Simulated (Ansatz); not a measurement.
# MoO2(OH)2 (MoH₂O₄): Born-Oppenheimer dynamics

Aim: follow MoO2(OH)2 (MoH₂O₄) for 15 steps with a Langevin thermostat (1000 K) and see how far bonds stretch and how energy moves between motion and potential.

Method: PBE/def2-SVP with D3(BJ) dispersion; program: Ansatz 0.2.0, Gaussian basis.

4 further runs of the same task are left out: 4 set aside as unsound or not needed. Runs told in other sessions of the task aren't counted.

## (1) Structure used throughout

The structure was relaxed beforehand with PBE0-D4/def2-SVP. Mo takes the def2 core potential; no spin-orbit term is included.

7 atoms, charge 0, spin multiplicity 1.

Atoms are counted from 1 here; the program's logs count them from 0.

Bond lengths: Mo1–O2 1.673 Å, Mo1–O3 1.673 Å, Mo1–O4 1.864 Å, Mo1–O6 1.864 Å, O4–H5 0.964 Å, O6–H7 0.964 Å. Angles: O2–Mo1–O3 109.0°, O2–Mo1–O4 109.9°, O2–Mo1–O6 108.8°, O3–Mo1–O4 108.8°, O3–Mo1–O6 109.9°, O4–Mo1–O6 110.3°, Mo1–O4–H5 126.0°, Mo1–O6–H7 126.0°.

## (2) The run

Contents of in.yaml:

```yaml
crystal:
  periodic: [false, false, false]
  atoms:
    - {symbol: Mo, position_ang: [0.286251, 0.071994, 0.221820]}
    - {symbol: O, position_ang: [0.178428, 0.616928, 1.800347]}
    - {symbol: O, position_ang: [1.899845, -0.093942, -0.189413]}
    - {symbol: O, position_ang: [-0.504088, 1.305186, -0.931630]}
    - {symbol: H, position_ang: [-1.063538, 2.046622, -0.672070]}
    - {symbol: O, position_ang: [-0.574946, -1.576678, 0.095169]}
    - {symbol: H, position_ang: [-0.221941, -2.370101, -0.324233]}
basis:
  gaussian: {orbitals: def2-SVP}
hamiltonian: {xc: {name: PBE}, dispersion: d3bj}
md: {timestep: 0.5 fs, n_steps: 15, ensemble: nvt_langevin, temperature: 1000, initial_velocities: maxwell_boltzmann, friction: 0.01, seed: 610}
scf: {omitted_lower_state_checks: [starts]}
```

Run with:

```bash
> ansatz run in.yaml --threads 4 --pin off --events-out ev --progress --plain --max-ram 3916MiB
```

Output:

```text
Functional definition: PBE
  name "PBE"
  cite "Perdew, Burke & Ernzerhof, Phys. Rev. Lett. 77, 3865 (1996) doi:10.1103/PhysRevLett.77.3865"
  parent pbe
  parameter kappa = 0.804
  parameter beta = 0.06672455060314922
  exchange = pbe_x(kappa = kappa, mu = beta*pi^2/3)
  correlation = pbe_c(beta = beta)
these checks for a lower state are left out or cut short: starts
991 factors; their error is unknown
mean field evaluation 1: about -10044.9880 eV, gradient 1.1e2 eV
mean field evaluation 2: about -9787.0082 eV, gradient 3.3e2 eV
mean field evaluation 4: about -10065.4131 eV, gradient 3.5e1 eV
mean field evaluation 8: about -10067.7373 eV, gradient 7.7e-1 eV
mean field evaluation 16: about -10067.7126 eV, gradient 3.5e-3 eV
mean field -10067.71264896 eV, -369.9816157087 hartree, gradient 4.9e-5 eV, S^2 0.000000; 0 other end points of the search recorded, 0 dependent functions left out
the calculation of the forces begins
reference -10067.71272009 eV, -369.9816183224 hartree; 24, 24 occupied and 73, 73 virtual orbitals, 991 factors
md step     0: t =     0.00 fs  T =   857.1 K  F+E_penalty+E_count = -10067.85754005 eV  E_kin = 0.775560 eV  (29 SCF iters)
these checks for a lower state are left out or cut short: starts, cluster_reference, orbital_swaps, neighbouring_geometries, increment
991 factors; their error is unknown
mean field -10067.68721763 eV, -369.9806811243 hartree, gradient 2.7e-5 eV, S^2 0.000000; 0 other end points of the search recorded, 0 dependent functions left out
the calculation of the forces begins
reference -10067.68728865 eV, -369.9806837345 hartree; 24, 24 occupied and 73, 73 virtual orbitals, 991 factors
md step     1: t =     0.50 fs  T =   798.9 K  F+E_penalty+E_count = -10067.83212829 eV  E_kin = 0.722874 eV  (33 SCF iters, 9 dispersion substeps)
these checks for a lower state are left out or cut short: starts, cluster_reference, orbital_swaps, neighbouring_geometries, increment
991 factors; their error is unknown
mean field evaluation 32: about -10067.6143 eV, gradient 1.0e-3 eV
mean field -10067.61431273 eV, -369.9780019188 hartree, gradient 2.7e-5 eV, S^2 0.000000; 0 other end points of the search recorded, 0 dependent functions left out
the calculation of the forces begins
reference -10067.61438368 eV, -369.9780045261 hartree; 24, 24 occupied and 73, 73 virtual orbitals, 991 factors
md step     2: t =     1.00 fs  T =   724.3 K  F+E_penalty+E_count = -10067.75924856 eV  E_kin = 0.655397 eV  (33 SCF iters, 9 dispersion substeps)
these checks for a lower state are left out or cut short: starts, cluster_reference, orbital_swaps, neighbouring_geometries, increment
991 factors; their error is unknown
mean field -10067.52678028 eV, -369.9747851607 hartree, gradient 6.7e-6 eV, S^2 0.000000; 0 other end points of the search recorded, 0 dependent functions left out
the calculation of the forces begins
reference -10067.52685119 eV, -369.9747877663 hartree; 24, 24 occupied and 73, 73 virtual orbitals, 991 factors
md step     3: t =     1.50 fs  T =   639.0 K  F+E_penalty+E_count = -10067.67177135 eV  E_kin = 0.578149 eV  (35 SCF iters, 9 dispersion substeps)
these checks for a lower state are left out or cut short: starts, cluster_reference, orbital_swaps, neighbouring_geometries, increment
991 factors; their error is unknown
mean field -10067.45500334 eV, -369.9721474065 hartree, gradient 6.9e-6 eV, S^2 0.000000; 0 other end points of the search recorded, 0 dependent functions left out
the calculation of the forces begins
reference -10067.45507422 eV, -369.9721500115 hartree; 24, 24 occupied and 73, 73 virtual orbitals, 991 factors
md step     4: t =     2.00 fs  T =   626.3 K  F+E_penalty+E_count = -10067.60007607 eV  E_kin = 0.566727 eV  (35 SCF iters, 9 dispersion substeps)
these checks for a lower state are left out or cut short: starts, cluster_reference, orbital_swaps, neighbouring_geometries, increment
991 factors; their error is unknown
mean field -10067.41083864 eV, -369.9705243838 hartree, gradient 6.8e-6 eV, S^2 0.000000; 0 other end points of the search recorded, 0 dependent functions left out
the calculation of the forces begins
reference -10067.41090953 eV, -369.9705269891 hartree; 24, 24 occupied and 73, 73 virtual orbitals, 991 factors
md step     5: t =     2.50 fs  T =   539.7 K  F+E_penalty+E_count = -10067.55599923 eV  E_kin = 0.488375 eV  (35 SCF iters, 9 dispersion substeps)
these checks for a lower state are left out or cut short: starts, cluster_reference, orbital_swaps, neighbouring_geometries, increment
991 factors; their error is unknown
mean field -10067.40306881 eV, -369.9702388479 hartree, gradient 6.8e-6 eV, S^2 0.000000; 0 other end points of the search recorded, 0 dependent functions left out
the calculation of the forces begins
reference -10067.40313975 eV, -369.9702414547 hartree; 24, 24 occupied and 73, 73 virtual orbitals, 991 factors
md step     6: t =     3.00 fs  T =   573.7 K  F+E_penalty+E_count = -10067.54831506 eV  E_kin = 0.519119 eV  (35 SCF iters, 9 dispersion substeps)
these checks for a lower state are left out or cut short: starts, cluster_reference, orbital_swaps, neighbouring_geometries, increment
991 factors; their error is unknown
mean field evaluation 64: about -10067.4596 eV, gradient 5.6e-3 eV
mean field -10067.43373656 eV, -369.9713658669 hartree, gradient 6.8e-6 eV, S^2 0.000000; 0 other end points of the search recorded, 0 dependent functions left out
the calculation of the forces begins
reference -10067.43380756 eV, -369.9713684762 hartree; 24, 24 occupied and 73, 73 virtual orbitals, 991 factors
md step     7: t =     3.50 fs  T =   576.3 K  F+E_penalty+E_count = -10067.57907238 eV  E_kin = 0.521450 eV  (35 SCF iters, 9 dispersion substeps)
these checks for a lower state are left out or cut short: starts, cluster_reference, orbital_swaps, neighbouring_geometries, increment
991 factors; their error is unknown
mean field -10067.48785519 eV, -369.9733546900 hartree, gradient 7.6e-6 eV, S^2 0.000000; 0 other end points of the search recorded, 0 dependent functions left out
the calculation of the forces begins
reference -10067.48792630 eV, -369.9733573032 hartree; 24, 24 occupied and 73, 73 virtual orbitals, 991 factors
md step     8: t =     4.00 fs  T =   692.1 K  F+E_penalty+E_count = -10067.63329703 eV  E_kin = 0.626224 eV  (34 SCF iters, 9 dispersion substeps)
these checks for a lower state are left out or cut short: starts, cluster_reference, orbital_swaps, neighbouring_geometries, increment
991 factors; their error is unknown
mean field -10067.54162473 eV, -369.9753306842 hartree, gradient 6.6e-6 eV, S^2 0.000000; 0 other end points of the search recorded, 0 dependent functions left out
the calculation of the forces begins
reference -10067.54169598 eV, -369.9753333025 hartree; 24, 24 occupied and 73, 73 virtual orbitals, 991 factors
md step     9: t =     4.50 fs  T =   791.2 K  F+E_penalty+E_count = -10067.68720030 eV  E_kin = 0.715929 eV  (35 SCF iters, 9 dispersion substeps)
these checks for a lower state are left out or cut short: starts, cluster_reference, orbital_swaps, neighbouring_geometries, increment
991 factors; their error is unknown
mean field -10067.56576340 eV, -369.9762177639 hartree, gradient 7.9e-6 eV, S^2 0.000000; 0 other end points of the search recorded, 0 dependent functions left out
the calculation of the forces begins
reference -10067.56583482 eV, -369.9762203885 hartree; 24, 24 occupied and 73, 73 virtual orbitals, 991 factors
md step    10: t =     5.00 fs  T =   844.0 K  F+E_penalty+E_count = -10067.71150062 eV  E_kin = 0.763659 eV  (34 SCF iters, 9 dispersion substeps)
these checks for a lower state are left out or cut short: starts, cluster_reference, orbital_swaps, neighbouring_geometries, increment
991 factors; their error is unknown
mean field evaluation 96: about -10067.5476 eV, gradient 7.8e-6 eV
mean field -10067.54756967 eV, -369.9755491564 hartree, gradient 7.8e-6 eV, S^2 0.000000; 0 other end points of the search recorded, 0 dependent functions left out
the calculation of the forces begins
reference -10067.54764127 eV, -369.9755517877 hartree; 24, 24 occupied and 73, 73 virtual orbitals, 991 factors
md step    11: t =     5.50 fs  T =   840.5 K  F+E_penalty+E_count = -10067.69348077 eV  E_kin = 0.760511 eV  (34 SCF iters, 9 dispersion substeps)
these checks for a lower state are left out or cut short: starts, cluster_reference, orbital_swaps, neighbouring_geometries, increment
991 factors; their error is unknown
mean field -10067.48905713 eV, -369.9733988605 hartree, gradient 6.8e-6 eV, S^2 0.000000; 0 other end points of the search recorded, 0 dependent functions left out
the calculation of the forces begins
reference -10067.48912892 eV, -369.9734014986 hartree; 24, 24 occupied and 73, 73 virtual orbitals, 991 factors
md step    12: t =     6.00 fs  T =   780.7 K  F+E_penalty+E_count = -10067.63513053 eV  E_kin = 0.706389 eV  (35 SCF iters, 9 dispersion substeps)
these checks for a lower state are left out or cut short: starts, cluster_reference, orbital_swaps, neighbouring_geometries, increment
991 factors; their error is unknown
mean field -10067.41138946 eV, -369.9705446261 hartree, gradient 6.9e-6 eV, S^2 0.000000; 0 other end points of the search recorded, 0 dependent functions left out
the calculation of the forces begins
reference -10067.41146141 eV, -369.9705472702 hartree; 24, 24 occupied and 73, 73 virtual orbitals, 991 factors
md step    13: t =     6.50 fs  T =   709.6 K  F+E_penalty+E_count = -10067.55759824 eV  E_kin = 0.642050 eV  (35 SCF iters, 9 dispersion substeps)
these checks for a lower state are left out or cut short: starts, cluster_reference, orbital_swaps, neighbouring_geometries, increment
991 factors; their error is unknown
mean field -10067.35826807 eV, -369.9685924512 hartree, gradient 7.0e-6 eV, S^2 0.000000; 0 other end points of the search recorded, 0 dependent functions left out
the calculation of the forces begins
reference -10067.35834016 eV, -369.9685951002 hartree; 24, 24 occupied and 73, 73 virtual orbitals, 991 factors
md step    14: t =     7.00 fs  T =   681.3 K  F+E_penalty+E_count = -10067.50458036 eV  E_kin = 0.616457 eV  (35 SCF iters, 9 dispersion substeps)
these checks for a lower state are left out or cut short: starts, cluster_reference, orbital_swaps, neighbouring_geometries, increment
991 factors; their error is unknown
mean field -10067.36150119 eV, -369.9687112659 hartree, gradient 7.1e-6 eV, S^2 0.000000; 0 other end points of the search recorded, 0 dependent functions left out
the calculation of the forces begins
reference -10067.36157335 eV, -369.9687139180 hartree; 24, 24 occupied and 73, 73 virtual orbitals, 991 factors
these checks for a lower state are left out or cut short: starts
991 factors; their error is unknown
mean field -10067.36150119 eV, -369.9687112659 hartree, gradient 1.1e-5 eV, S^2 0.000000; 0 other end points of the search recorded, 0 dependent functions left out
the calculation of the forces begins
reference -10067.36157335 eV, -369.9687139180 hartree; 24, 24 occupied and 73, 73 virtual orbitals, 991 factors
md step    15: t =     7.50 fs  T =   706.5 K  F+E_penalty+E_count = -10067.50787378 eV  E_kin = 0.639231 eV  (13 SCF iters, 9 dispersion substeps)
Total energy: -10067.50794594 eV, -369.9740930114 hartree
Atom 0 at     0.285415     0.083998     0.236889 Å, force    -0.946638    -3.157918    -0.670957 eV/Å
Atom 1 at     0.198263     0.557918     1.837760 Å, force    -0.013544     0.802290     1.566936 eV/Å
Atom 2 at     1.884020    -0.055370    -0.241045 Å, force     1.450510    -0.175456    -0.163235 eV/Å
Atom 3 at    -0.528526     1.234336    -0.931979 Å, force    -1.430510     2.712624     0.289038 eV/Å
Atom 4 at    -0.938385     1.995706    -0.396736 Å, force     0.344846    -0.917572    -1.173205 eV/Å
Atom 5 at    -0.637047    -1.604857     0.031249 Å, force    -1.614288     4.356361     1.408033 eV/Å
Atom 6 at    -0.165883    -2.337921    -0.215386 Å, force     2.209623    -3.620328    -1.256610 eV/Å
Dipole moment:    -0.299631     0.031730    -0.176531 e Å
Checks for a lower state left out: starts
```

It took 16 s on 4 threads of Arm Neoverse V2, shared host.

## (3) The trajectory

Step by step, with energies from the first frame:

| time (fs) | T (K) | potential (meV) | O6–H7 (Å) |
| --- | --- | --- | --- |
| 0.0 | 857 | 0.0 | 0.964 |
| 0.5 | 799 | 25.4 | 1.000 |
| 1.0 | 724 | 98.3 | 1.033 |
| 1.5 | 639 | 185.8 | 1.059 |
| 2.0 | 626 | 257.5 | 1.076 |
| 2.5 | 540 | 301.5 | 1.085 |
| 3.0 | 574 | 309.2 | 1.085 |
| 3.5 | 576 | 278.5 | 1.074 |
| 4.0 | 692 | 224.2 | 1.054 |
| 4.5 | 791 | 170.3 | 1.026 |
| 5.0 | 844 | 146.0 | 0.996 |
| 5.5 | 841 | 164.1 | 0.965 |
| 6.0 | 781 | 222.4 | 0.937 |
| 6.5 | 710 | 299.9 | 0.916 |
| 7.0 | 681 | 353.0 | 0.904 |
| 7.5 | 706 | 349.7 | 0.906 |

Positions (Å) and forces (eV/Å) at 7.5 fs:

```xyz
7

Mo    0.285    0.084    0.237   -0.947   -3.158   -0.671
O     0.198    0.558    1.838   -0.014    0.802    1.567
O     1.884   -0.055   -0.241    1.451   -0.175   -0.163
O    -0.529    1.234   -0.932   -1.431    2.713    0.289
H    -0.938    1.996   -0.397    0.345   -0.918   -1.173
O    -0.637   -1.605    0.031   -1.614    4.356    1.408
H    -0.166   -2.338   -0.215    2.210   -3.620   -1.257
```

## (4) Results

| quantity | value |
| --- | --- |
| length | 15 steps of 0.5 fs |
| temperature, first and last frame | 857, 706 K |
| temperature, second half | mean 756 K, from 681 to 844 K |
| swing of the potential | 353 meV |
| range of O6–H7 | 0.904 to 1.085 Å |

What this shows: The temperature starts at 857 K and ranges from 540 to 857 K; in so small a system it swings widely. The first value differs from the one set because the log counts other degrees of freedom than the draw of velocities did. O6–H7 swings most, by 0.18 Å; no bond breaks. A run of 8 fs gives no averages.
